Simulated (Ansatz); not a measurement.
# GeW (Fm-3m) in Ansatz: a series of runs

Aim: see how the results for GeW move with the level of theory and the settings. Levels: PBE, LDA, PBEsol. Tasks: single point, relaxation of cell and atoms.

All numbers are computed with Ansatz 0.2.0; they aren't measurements. Logs are shortened: lines on timing, memory, paths and dates and some standing lists are left out, and cuts for length are marked.

## Step 1: The structure

The structure is cubic, space group Fm-3m (No. 225). The conventional cell has a = 5.155 Å, b = 5.155 Å, c = 5.155 Å, α = 90.00°, β = 90.00°, γ = 90.00°. Ge (site symmetry m-3m) is surrounded by 6 W at 2.58 Å. Around W (site symmetry m-3m) lie 6 Ge at 2.58 Å.

The cell was built by a generator and needn't be a form met in nature.

## Step 2: Single point, PBE

File input.yaml:

```yaml
crystal:
  lattice:
    - [0.0, 2.57761, 2.57761]
    - [2.57761, 0.0, 2.57761]
    - [2.57761, 2.57761, 0.0]
  atoms:
    - { symbol: Ge, position: [0.5, 0.5, 0.5] }
    - { symbol: W, position: [0.0, 0.0, 0.0] }
hamiltonian:
  xc: pbe
  pseudopotentials: { kind: paw }
kpoints:
  mp_grid: { grid: [9, 9, 9] }
scf:
  occupations: { method: gaussian, width: 0.011 }
output:
  forces: true
  stress: true
  eigenvalues: true
  write_density: true
  write_potential: true
  elf: true
  volumetric_format: npy
```

Potentials or basis: Ansatz PAW.

Launch:

```console
$ ansatz run input.yaml --threads 2 --pin off --max-ram 5632MiB --backend cpu --events-out ev --progress --plain --runs-dir out
```

Output:

```text
Warning: RAYON_NUM_THREADS=2 ignored (pool sized by the plan → 2); use --threads N
Engine: ansatz 0.2.0, aarch64-unknown-linux-gnu
Pseudopotentials: kind: paw
Pseudopotential: Ge, paw, valence charge 14, recommended cutoff 420 eV (normal), Ge.paw.azcp
Pseudopotential: W, paw, valence charge 14, recommended cutoff 420 eV (normal), W.paw.azcp
Functional definition: PBE
  parameter kappa = 0.804
  parameter beta = 0.06672455060314922
  exchange = pbe_x(kappa = kappa, mu = beta*pi^2/3)
  correlation = pbe_c(beta = beta)
Crystal: 2 atoms, lattice volume = 34.252 Å³
Basis set: ecut = 420 eV, 645 PW (Γ), exchange–correlation on 50×50×50 points (8 copies of the dense FFT grid, shifted against one another)
Bands: 18, of which v1, the nominal top of the filled ones, is band 14 counted from 1 (13 counted from 0)
Symmetry: 48 space group operations
Space group: Fm-3m (ITA 225), of the structure as read, at distance tolerance 3.2e-5 Å
k-points: 35 of 729
Non-local potential: Ge, projectors of the file, l = 0: 2, l = 1: 2, l = 2: 3, l = 3: 1
Non-local potential: W, projectors of the file, l = 0: 3, l = 1: 2, l = 2: 2, l = 3: 1
PAW form: soft (Blöchl's): semilocal exchange-correlation on the pseudo side does not see the compensation charge
PAW one-centre angular grid: Ge, 590 points (default); XC on 64 Gauss nodes
PAW one-centre angular grid: W, 590 points (default); XC on 64 Gauss nodes
Initial density: superposition of atomic densities (neutral atoms: chi_scale 0, normalization atom), corrected by the library's trained network
Initial wavefunctions: pseudopotential atomic-orbital guess
Functional: x = pbe(κ = 0.804, μ = 0.2195149727645171), c = pbe(β = 0.06672455060314922)
SCF iter   1: F=—  HF=-14678.045549 eV  |F-HF|=—  |Δ(HF+E_count)|=         —  Δρ=5.90e-3  dr2=1.42e-2  ethr=1.77e-3  ⟨swp⟩=5.9  Hψ=2988  notcnv=0
preconditioner: auto → none  [insulator: Δε(μ)=0.048 eV  Ē_g=16.962 eV  σ=0.011 eV  W_gap=0.96  n_scr=14 (ndim 8)  ℏωp=28.4 eV  f_vac=0.000  D(μ)=0.79/eV (n_scr^D=0)  ε∞_Penn≈3.8]
SCF iter   2: F=—  HF=-14678.043141 eV  |F-HF|=—  |Δ(HF+E_count)|=   2.41e-3  Δρ=2.51e-3  dr2=2.05e-3  ethr=5.08e-5  ⟨swp⟩=2.0  Hψ=1089  notcnv=0  defer=4
SCF iter   3: F=—  HF=-14678.042868 eV  |F-HF|=—  |Δ(HF+E_count)|=   2.73e-4  Δρ=3.06e-4  dr2=1.87e-5  ethr=7.32e-6  ⟨swp⟩=2.0  Hψ=906  notcnv=0  defer=4
SCF iter   4: F=—  HF=-14678.042867 eV  |F-HF|=—  |Δ(HF+E_count)|=   4.28e-7  Δρ=9.76e-5  dr2=1.82e-6  ethr=6.66e-8  ⟨swp⟩=2.0  Hψ=977  notcnv=0  defer=4
iter 5 did not close the SCF: its close was put off for the readings that it lacked (scf_convergence_deferred on its scf_iter line)
SCF iter   5: F=-14678.042866 eV  HF=-14678.042866 eV  |F-HF|=8.64e-8  |Δ(HF+E_count)|=   1.10e-6  Δρ=3.06e-5  dr2=8.10e-8  ethr=6.49e-9  ⟨swp⟩=2.0  Hψ=965  notcnv=0  defer=4
SCF iter   6: F=-14678.042866 eV  HF=-14678.042866 eV  |F-HF|=6.00e-10  |Δ(HF+E_count)|=   9.44e-8  Δρ=1.40e-6  dr2=5.22e-10  ethr=2.89e-10  ⟨swp⟩=5.9  Hψ=3623  notcnv=0
SCF 1 converged in 6 iterations: F = -14678.042866 eV  dr2 = 5.22e-10
SCF converged after 6 iterations
Free energy (F): -14678.042866 eV
Harris-Foulkes:  -14678.042866 eV  (|F-HF|=6.00e-10)
Internal energy: -14678.042754 eV  (E = F + TS)
E sigma→0 (E₀):  -14678.042810 eV
Entropy (-TS):   -0.000112 eV (-0.056 meV/atom)
Fermi energy:    16.587099 eV
--- Per-component energies (eV) ---
  E_band       = -203.332354
  E_kinetic    = 562.186396
  E_local      = -2815.292614  (includes V_loc(G=0)·N_el)
  E_nonlocal   = 422.103182
  E_hartree    = 1185.291712
  E_xc         = -341.995192
  E_vxc        = -302.872149  (∫ρ·V_xc dr)
  E_paw        = -10583.663575  (= ΣΔE_a)
  E_vpaw       = -440.041700  (= ΣTr[D̂ρ^β])
  E_aug_tail   = 0.000282  (compensation charges beyond the density's cutoff)
  E_ewald      = -3106.672946
  E_smearing   = -0.000112  (= −TS)
  E_closure    = 0.000000  (closes the sum)
  Σ components = -14678.042866   (vs F -14678.042866, Δ=0.00e0)
--- Forces (eV/Å), atoms counted from 1 ---
  atom   1  Ge     0.00000000    -0.00000000     0.00000000
  atom   2  W     -0.00000000    -0.00000000    -0.00000000
  max |Σ_I F_I| component: 4.10e-29 eV/Å
--- Stress (GPa, compression-positive) ---
        0.202065       0.000000       0.000000
        0.000000       0.202065       0.000000
        0.000000       0.000000       0.202065
  P = ⅓ Tr σ = 0.2021 GPa (2.021 kbar)
--- Band table (eV; the first three rows and the last of 35) ---
  k-point 0: bands = ["-57.8293", "-22.0577", "-22.0577", "-22.0577", "-7.8295", "-7.8295", "-7.7699", "-7.7699", "-7.7699", "4.2828", "14.9892", "14.9892", "14.9892", "15.7238", "15.7238", "19.0404", "19.0404", "19.0404"]
  k-point 1: bands = ["-57.8289", "-22.0698", "-22.0598", "-22.0598", "-7.8252", "-7.8252", "-7.7688", "-7.7681", "-7.7681", "4.5242", "14.5377", "14.8738", "14.8738", "15.4285", "15.4285", "18.4634", "19.9006", "19.9006"]
  k-point 2: bands = ["-57.8279", "-22.1002", "-22.0654", "-22.0654", "-7.8141", "-7.8141", "-7.7660", "-7.7633", "-7.7633", "5.2262", "13.2719", "14.0396", "14.0396", "15.7990", "15.7990", "17.7926", "21.6230", "21.6230"]
  k-point 34: bands = ["-57.8251", "-22.1283", "-22.1157", "-22.0967", "-7.8216", "-7.7990", "-7.7636", "-7.7571", "-7.7445", "7.5029", "11.9478", "12.6084", "13.0773", "17.1408", "17.1611", "18.1064", "18.1444", "20.0217"]
```

It took 0.82 s on 2 threads of Arm Neoverse V2, shared host; peak memory 0.3 GiB.

What came out:

```yaml
Free_energy: -14678.0429 eV
Pressure: 0.2 GPa
Band_gap_on_the_k_mesh: none (metal or under the smearing width)
```

## Step 3: Relaxation of cell and atoms, PBE

Edit input.yaml of step 2 so:

```diff
@@ -14,3 +14,3 @@
 scf:
-  occupations: { method: gaussian, width: 0.011 }
+  occupations: { method: fermi_dirac, width: 0.05 }
 output:
@@ -19,5 +19,5 @@
   eigenvalues: true
-  write_density: true
-  write_potential: true
-  elf: true
-  volumetric_format: npy
+relax:
+  f_tol: 0.01
+  max_steps: 40
+  cell: { stress_tol: 0.05 }
```

Potentials or basis: Ansatz PAW.

Launch:

```console
$ ansatz run input.yaml --threads 2 --pin off --max-ram 5632MiB --backend cpu --events-out ev --progress --plain --runs-dir out
```

It took 2.4 s on 2 threads of Arm Neoverse V2, shared host; peak memory 0.32 GiB.

Results (log left out):

| Item | Value |
| --- | --- |
| Free energy | -14678.0564 eV |
| Relaxed volume | 17.15 Å³/atom |
| Relaxed cell | a = 3.647 Å, b = 3.647 Å, c = 3.647 Å, α = 60.00°, β = 60.00°, γ = 60.00° |
| Space group after relaxing (to 0.05 Å) | Fm-3m (No. 225) |
| Energy gained by relaxing | 0.0 meV/atom |
| Ionic steps | 4 |
| Pressure after relaxing | 0.0 GPa |
| Band gap on the k mesh | none (metal or under the smearing width) |

Final structure:
```
Ge W
1.0
     0.00000    2.57859    2.57859
     2.57859    0.00000    2.57859
     2.57859    2.57859    0.00000
Ge W
1 1
Cartesian
  2.5786 2.5786 2.5786
  0.0000 0.0000 0.0000
```

Levels at points of the mesh, in eV from the Fermi level:
| k point | band 10 | band 11 | band 12 | band 13 | band 14 | band 15 | band 16 | band 17 | band 18 |
| --- | --- | --- | --- | --- | --- | --- | --- | --- | --- |
| (0.00, 0.00, 0.00) | -12.32 | -1.61 | -1.61 | -1.61 | -0.87 | -0.87 | 2.43 | 2.43 | 2.43 |

Caveat: the plane-wave basis is chosen anew once the cell has moved, so the energies of steps on either side of that aren't comparable. The run has no spin-orbit coupling, so splittings on W are missing.

[end of part 1 of 2]
